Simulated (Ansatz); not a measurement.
# MoO4: the cost of one run

Computed with Ansatz 0.2.0 (the levels named in each step, unless a step's input says otherwise).

**1. Starting point**

Bond lengths: O1–Mo2 1.718 Å, Mo2–O3 1.718 Å, Mo2–O4 1.718 Å, Mo2–O5 1.718 Å. Angles: O1–Mo2–O3 109.5°, O1–Mo2–O4 109.5°, O1–Mo2–O5 109.5°, O3–Mo2–O4 109.5°, O3–Mo2–O5 109.5°, O4–Mo2–O5 109.4°.

As a file:

```xyz
5

O    -0.2312   -0.9758   -1.3951
Mo   -0.0001    0.0000    0.0000
O    -0.3436   -0.9214    1.4089
O    -1.0530    1.3558   -0.0685
O     1.6287    0.5443    0.0547
```

**2. A rough first relaxation, PBE-D4/def2-SVPD**

This run stands in another session on the same molecule. It ended at:

```xyz
5

O    -0.2416   -1.0195   -1.4568
Mo    0.0002    0.0006    0.0000
O    -0.3589   -0.9627    1.4712
O    -1.1007    1.4163   -0.0716
O     1.7019    0.5682    0.0572
```

**3. Relaxation, B2PLYP/def2-TZVPPD**

input.yaml reads:

```yaml
crystal:
  periodic: [false, false, false]
  atoms:
    - { symbol: O, position_ang: [-0.2416139, -1.01952537, -1.45680916] }
    - { symbol: Mo, position_ang: [0.00016622, 0.00060032, -1.12e-05] }
    - { symbol: O, position_ang: [-0.35894311, -0.96269037, 1.47120958] }
    - { symbol: O, position_ang: [-1.10069354, 1.41634584, -0.07160734] }
    - { symbol: O, position_ang: [1.70189433, 0.56824957, 0.05715813] }
total_charge: -2
basis:
  gaussian: { orbitals: def2-TZVPPD.json }
hamiltonian:
  xc: { name: B2PLYP }
relax:
  f_tol: 0.002
  max_steps: 150
```

The run is started by

```console
> ansatz run input.yaml --threads 4 --pin off --max-ram 10240MiB --backend cpu --events-out ev --progress --plain --runs-dir out
```

What time and memory should one allow on 4 threads of Intel Xeon at 2.70GHz, shared host?

About 61 s, with a peak of 0.82 GiB.
